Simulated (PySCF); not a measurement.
**C₇H₁₆OS: geometry, NMR shifts, electronic excitations and core binding energies**

Wanted: the NMR shifts, electronic excitations and core binding energies of C₇H₁₆OS (`CCC[C@@H](C)C[S@@](C)=O`), by calculation.

The runs use PySCF 2.14.0, with density-fitted response routines of our own; the level of theory stands in each step. All values are computed, except where a source is named. Atoms count from 0, in the outputs and in this text.

**1. The starting structure**

25 atoms, charge 0, multiplicity 1; geometry from: GFN2-xTB.

Bonds of the start (Å): C0–C1 1.52, C1–C2 1.53, C2–C3 1.53, C3–C4 1.53, C3–C5 1.52, C5–S6 1.86, S6–C7 1.85, S6–O8 1.46, C0–H9 1.09, C0–H10 1.09, C0–H11 1.09, C1–H12 1.09, C1–H13 1.09, C2–H14 1.09, C2–H15 1.09, C3–H16 1.10, C4–H17 1.09, C4–H18 1.09, C4–H19 1.09, C5–H20 1.09, C5–H21 1.09, C7–H22 1.09, C7–H23 1.08, C7–H24 1.08.

**2. Optimising the geometry at PBE0-D3(BJ)/def2-SVP**

What the job is given:

```
{"job": {"xc": "PBE0", "basis": "def2-SVP", "d3": "d3bj", "grid": 1, "kind": "geom"}, "charge": 0, "multiplicity": 1}
C     -3.603908     0.907275    -0.305914
C     -2.513913    -0.044187     0.173427
C     -1.130369     0.427137    -0.271023
C      0.022150    -0.401278     0.311041
C      0.010323    -1.841666    -0.192946
C      1.356766     0.251909    -0.027975
S      2.724370    -0.646051     0.856874
C      4.004237     0.646367     0.517127
O      2.412952    -0.537976     2.282045
H     -3.597496     0.977572    -1.391621
H     -3.449455     1.903875     0.102078
H     -4.583988     0.556443     0.008383
H     -2.714227    -1.039742    -0.225014
H     -2.539746    -0.107341     1.263258
H     -1.005793     1.467383     0.041531
H     -1.074802     0.402548    -1.362329
H     -0.068753    -0.411841     1.403019
H      0.112601    -1.868227    -1.276481
H     -0.915181    -2.339327     0.080893
H      0.834339    -2.397788     0.249518
H      1.375054     1.292111     0.293355
H      1.576769     0.185025    -1.092606
H      4.936513     0.306168     0.955790
H      3.704456     1.580607     0.978138
H      4.116165     0.755150    -0.555077
```

**Question.** This job is followed by: GIAO PBE0/pcSseg-1 NMR shielding, non-relativistic, gas phase; TDDFT CAM-B3LYP/def2-SVPD, vertical, gas phase, core orbitals frozen in the response; GIAO B97-2/pcSseg-1 NMR shielding, non-relativistic, gas phase; delta-SCF UKS SCAN, pcX-2 on the ionised atom, pcseg-1 elsewhere, spin-free X2C. Predict these results of the whole session: point group; rotational constants (main isotopes); 13C shifts against TMS (PBE0/pcSseg-1); 1H shifts against TMS (PBE0/pcSseg-1, means over atoms taken as alike); 33S shifts against CS2 (PBE0/pcSseg-1); 17O shifts against H2O (PBE0/pcSseg-1); lowest singlet (CAM-B3LYP/def2-SVPD); brightest single state of those computed; lowest triplet; vertical ionisation energy (ΔSCF); C1s binding energies, SCAN/pcX-2; S1s binding energies, SCAN/pcX-2; S2p binding energies, SCAN/pcX-2; O1s binding energies, SCAN/pcX-2; range of the shift of S6.

As calculated:

| quantity | value |
| --- | --- |
| point group | C1 |
| rotational constants (main isotopes) | 3.10, 0.53, 0.51 GHz |
| 13C shifts against TMS (PBE0/pcSseg-1) | 69.2, 43.1, 42.7, 28.4, 23.8, 17.7, 16.7 ppm |
| 1H shifts against TMS (PBE0/pcSseg-1, means over atoms taken as alike) | 2.23, 2.10, 1.95, 1.75, 1.44, 1.14, 1.13, 1.02, 0.94, 0.87 ppm |
| 33S shifts against CS2 (PBE0/pcSseg-1) | 284 ppm |
| 17O shifts against H2O (PBE0/pcSseg-1) | 50.5 ppm |
| lowest singlet (CAM-B3LYP/def2-SVPD) | 5.95 eV (208 nm), f = 0.010 |
| brightest single state of those computed | state 4, 6.88 eV, f = 0.086 |
| lowest triplet | 5.23 eV |
| vertical ionisation energy (ΔSCF) | 8.67 eV |
| C1s binding energies, SCAN/pcX-2 | C7 291.09, C5 290.79, C3 290.60, C0 290.56, C1 290.49, C4 290.45, C2 290.40 eV |
| S1s binding energies, SCAN/pcX-2 | S6 2479.62 eV |
| S2p binding energies, SCAN/pcX-2 | S6 171.86 eV |
| O1s binding energies, SCAN/pcX-2 | O8 536.12 eV |
| range of the shift of S6 | 284 to 287 ppm |

Over 8 steps the energy fell by 0.144 eV; of the close pairs, S6–O8 changed most, 1.463 to 1.505 Å. At PBE0/pcSseg-1: The widest tensor belongs to S6: span 420 ppm, with a paramagnetic part of -843 ppm. The first singlet state (HOMO→LUMO+4 0.37, HOMO→LUMO+2 0.20) lies at 5.95 eV and is weak; of the 10 states computed, the strongest absorption comes from state 4 at 6.88 eV (the last state computed is bright too, and its partners may lie past the list). The lowest triplet lies 0.72 eV below the lowest singlet (triplets in Tamm-Dancoff, singlets in full TDDFT). The orbital energy would give 7.97 eV for ionisation, ΔSCF gives 8.67 eV. The C1s levels kept as sound span 0.69 eV, from C2 (sp3 CH2) up to C7 (methyl carbon bonded to S). In ppm, S6 moves most: its shift spreads over 3 ppm, from 284 (PBE0/pcSseg-1) to 287 (B97-2/pcSseg-1).
